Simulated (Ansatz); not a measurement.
# Hf3ZrTe8: the cost of one run

Computed with Ansatz 0.2.0 (DFT PBE, scalar-relativistic, plane waves, PAW, unless a step's input says otherwise).

1 further run of the same task is left out (set aside as unsound or not needed). Runs told in other sessions of the task aren't counted.

## 1. Starting point

Symmetry: P-3m1, No. 164, trigonal system. Conventional cell: a = 3.975 Å, b = 3.975 Å, c = 28.624 Å, α = 90.00°, β = 90.00°, γ = 120.00°. Around Zr (site symmetry -3m) lie 6 Te at 2.92 Å. Hf (site symmetry 3m) has 6 Te at 2.90 Å in its first shell of neighbours. Around Hf (site symmetry -3m) lie 6 Te at 2.90 Å. Te (site symmetry 3m) has 3 Hf at 2.90 Å in its first shell of neighbours. Around Te (site symmetry 3m) lie 3 Zr at 2.92 Å.

Structure file:

```cif
data_structure
_symmetry_space_group_name_H-M 'P-3m1'
_symmetry_Int_Tables_number 164
_cell_length_a 3.9753
_cell_length_b 3.9753
_cell_length_c 28.6240
_cell_angle_alpha 90.000
_cell_angle_beta 90.000
_cell_angle_gamma 120.000
_cell_volume 391.75
loop_
_atom_site_label
_atom_site_type_symbol
_atom_site_symmetry_multiplicity
_atom_site_Wyckoff_symbol
_atom_site_fract_x
_atom_site_fract_y
_atom_site_fract_z
_atom_site_occupancy
Zr1 Zr 1 b 0.00000 0.00000 0.50000 1
Hf1 Hf 2 c 0.00000 0.00000 0.74885 1
Hf2 Hf 1 a 0.00000 0.00000 0.00000 1
Te1 Te 2 d 0.33333 0.66667 0.81084 1
Te2 Te 2 d 0.33333 0.66667 0.06196 1
Te3 Te 2 d 0.33333 0.66667 0.31308 1
Te4 Te 2 d 0.33333 0.66667 0.56290 1
```

It is the end of an earlier relaxation with the same method, from a generated guess; it needn't be the stable form of this composition. At a tolerance of 0.05 Å it has space group P-3m1 (No. 164); it has 32.65 Å³/atom, an uncorrected energy of -0.84 eV/atom over the elements.

## 2. Bands, states and charges

Contents of input.yaml:

```yaml
crystal:
  lattice:
    - [3.9753494177, 0.0, 0.0]
    - [-1.9876747089, 3.4427535847, 0.0]
    - [0.0, 0.0, 28.6239615]
  atoms:
    - { symbol: Zr, position: [0.0, 0.0, 0.5] }
    - { symbol: Hf, position: [0.0, 0.0, 0.748851] }
    - { symbol: Hf, position: [0.0, 0.0, 0.0] }
    - { symbol: Hf, position: [0.0, 0.0, 0.251149] }
    - { symbol: Te, position: [0.3333333333, 0.6666666667, 0.810836] }
    - { symbol: Te, position: [0.3333333333, 0.6666666667, 0.061957] }
    - { symbol: Te, position: [0.3333333333, 0.6666666667, 0.313081] }
    - { symbol: Te, position: [0.3333333333, 0.6666666667, 0.562901] }
    - { symbol: Te, position: [0.6666666667, 0.3333333333, 0.938043] }
    - { symbol: Te, position: [0.6666666667, 0.3333333333, 0.189164] }
    - { symbol: Te, position: [0.6666666667, 0.3333333333, 0.437099] }
    - { symbol: Te, position: [0.6666666667, 0.3333333333, 0.686919] }
basis:
  ecutwfc: 420
kpoints:
  mp_grid: { grid: [12, 12, 2] }
  band_path:
    path:
      - [[0.0, 0.0, 0.0], [0.5, 0.0, 0.0], [0.33333333, 0.33333333, 0.0], [0.0, 0.0, 0.0], [0.0, 0.0, 0.5], [0.5, 0.0, 0.5], [0.33333333, 0.33333333, 0.5], [0.0, 0.0, 0.5]]
      - [[0.5, 0.0, 0.5], [0.5, 0.0, 0.0]]
      - [[0.33333333, 0.33333333, 0.5], [0.33333333, 0.33333333, 0.0]]
    npoints: 10
hamiltonian:
  xc: pbe
scf:
  occupations: { method: gaussian, width: 0.1 }
  n_extra_bands: 30
output:
  forces: true
  stress: true
  eigenvalues: true
  populations: true
  dos: { projected: true, de: 0.02, nscf_kmesh: { grid: [15, 15, 3] } }
  bader: false
  write_density: true
  write_potential: true
  elf: true
  volumetric_format: npy
```

Started as:

```sh
$ ansatz run input.yaml --threads 4 --pin off --max-ram 8192MiB --backend cpu --events-out ev --progress --plain --runs-dir out
```

What time and memory should one allow on 4 threads of Arm Neoverse V1, shared host?

About 3.1 min, with a peak of 3.5 GiB.
